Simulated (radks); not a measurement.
# Valence configurations of Tc

The task here is to estimate one member of a computed series from the others.

Program: radks (a radial shooting solver on a logarithmic mesh, Libxc functionals) version 1. Level of theory: scalar-relativistic Kohn-Sham, PBE, spin-unpolarised, spherical densities, finite nucleus. These are calculated values, not measurements, unless marked.

**Starting point**

| Property | Result |
| --- | --- |
| element | technetium (Z = 43) |
| charge | 0 |
| electrons | 43 |
| configuration | [Kr] 4d5 5s2 |
| nuclear rms radius | 4.4112 fm |
| others tried | 4d5 5s1 5p1; 4d6 5s1; 4d5 5p2; 4d4 5s2 5p1; 4d4.5 5s2 5p0.5; 4d7; 4d5 5s1.5 5p0.5; 4d5.5 5s1 5p0.5; 4d5 5s0.5 5p1.5 |

The outer shells:

Tc
```
[Kr] core
4d [↑ ][↑ ][↑ ][↑ ][↑ ]
5s [↑↓]
```

The first run:

Input:

```text
Z 43
configuration [Kr] 4d5 5s2
relativity scalar-relativistic
functional pbe,pbe
spin unpolarised
nucleus finite rms 4.4112 fm
c 137.035999084
```

Steps of the session up to this table: [Kr] 4d5 5s2.

One of the session's tables, all rows but one given; the rest of the session is left out.

It belongs to the step «[Kr] 4d5 5s2». From the orbitals of this run (lengths in bohr):

| level | <r> | outermost maximum (interpolated) | 90 % within | nodes |
| --- | --- | --- | --- | --- |
| 2p | 0.1304 | 0.101 | 0.212 | 0 |
| 3s | 0.4154 | 0.372 | 0.613 | 2 |
| 3p | 0.4163 | 0.366 | 0.628 | 1 |
| 3d | 0.3990 | 0.311 | 0.636 | 0 |
| 4s | 1.058 | 0.949 | 1.54 | 3 |
| 4p | 1.172 | 1.02 | 1.74 | 2 |
| 4d | 1.723 | 1.27 | 2.80 | 1 |
| 5s | ? | ? | ? | ? |

**Question.** Estimate the row for 5s.

**Answer.** <r>: 3.300; outermost maximum (interpolated): 2.74; 90 % within: 4.95; nodes: 4. In the column «<r>» it is the highest.
